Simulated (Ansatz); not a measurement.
# CH₁₀Si₃: small, medium and large basis sets

The task here is to estimate one member of a computed series from the others.

Computed with Ansatz 0.2.0, Gaussian basis. Level: one geometry, several basis sets.

Levels to be run: PBE0-D4/def2-SVP; ωB97M-V/def2-SVP; PBE0-D4/def2-QZVPP; ωB97M-V/def2-QZVPP; the functionals' def2-TZVPP values are taken from earlier runs.

## The geometry

An earlier PBE0-D4 in a triple-zeta def2 set relaxation fixed the geometry.

SMILES `[SiH3]C([SiH3])[SiH3]`, 14 atoms, charge 0, spin multiplicity 1.

Atoms are counted from 1 here; the program's logs count them from 0.

Bond lengths: Si1–C2 1.874 Å, Si1–H5 1.487 Å, Si1–H6 1.487 Å, Si1–H7 1.489 Å, C2–Si3 1.874 Å, C2–Si4 1.874 Å, C2–H8 1.097 Å, Si3–H9 1.487 Å, Si3–H10 1.489 Å, Si3–H11 1.487 Å, Si4–H12 1.489 Å, Si4–H13 1.487 Å, Si4–H14 1.487 Å. Angles: C2–Si1–H5 109.4°, C2–Si1–H6 110.5°, C2–Si1–H7 111.1°, H5–Si1–H6 108.7°, H5–Si1–H7 108.4°, H6–Si1–H7 108.7°, Si1–C2–Si3 111.0°, Si1–C2–Si4 111.0°, Si1–C2–H8 107.9°, Si3–C2–Si4 111.0°, Si3–C2–H8 107.9°, Si4–C2–H8 107.9°, C2–Si3–H9 109.4°, C2–Si3–H10 111.1°, C2–Si3–H11 110.5°, H9–Si3–H10 108.4°, H9–Si3–H11 108.8°, H10–Si3–H11 108.7° and more.

Set-up of the first run:

in.yaml reads:

```yaml
crystal:
  periodic: [false, false, false]
  atoms:
    - {symbol: Si, position_ang: [-0.868246, 1.540613, 0.229376]}
    - {symbol: C, position_ang: [-0.407605, -0.211884, -0.247596]}
    - {symbol: Si, position_ang: [1.055709, -0.227911, -1.417795]}
    - {symbol: Si, position_ang: [-0.065587, -1.254599, 1.271187]}
    - {symbol: H, position_ang: [0.099742, 2.048137, 1.238356]}
    - {symbol: H, position_ang: [-2.233998, 1.578912, 0.815842]}
    - {symbol: H, position_ang: [-0.831027, 2.444479, -0.952982]}
    - {symbol: H, position_ang: [-1.263551, -0.653513, -0.773145]}
    - {symbol: H, position_ang: [2.118816, 0.669155, -0.890880]}
    - {symbol: H, position_ang: [1.620998, -1.598866, -1.549146]}
    - {symbol: H, position_ang: [0.650243, 0.251597, -2.765538]}
    - {symbol: H, position_ang: [-1.073495, -0.996344, 2.335951]}
    - {symbol: H, position_ang: [-0.095208, -2.700861, 0.927511]}
    - {symbol: H, position_ang: [1.280311, -0.918215, 1.807857]}
basis:
  gaussian: {orbitals: def2-SVP}
hamiltonian: {xc: pbe0, dispersion: d4}
output: {orbitals: {seedname: orbitals}}
```

Among the steps run: PBE0-D4 in def2-SVP; ωB97M-V in def2-SVP; PBE0-D4 in def2-QZVPP; ωB97M-V in def2-QZVPP.

One table of the session follows, with a row left open; its other results are not shown here.

It belongs to the step «Functionals by basis». 

```
functional       basis  HOMO (eV)  LUMO (eV)
   PBE0-D4    def2-SVP      -8.78       0.32
   PBE0-D4  def2-TZVPP      -8.77      -0.07
   PBE0-D4  def2-QZVPP      -8.77      -0.19
   ωB97M-V    def2-SVP     -10.91       2.13
   ωB97M-V  def2-TZVPP     -10.94       1.51
   ωB97M-V  def2-QZVPP          ?          ?
```

**Question.** Estimate the row for ωB97M-V, def2-QZVPP.

**Answer.** HOMO (eV): -10.94; LUMO (eV): 1.20.
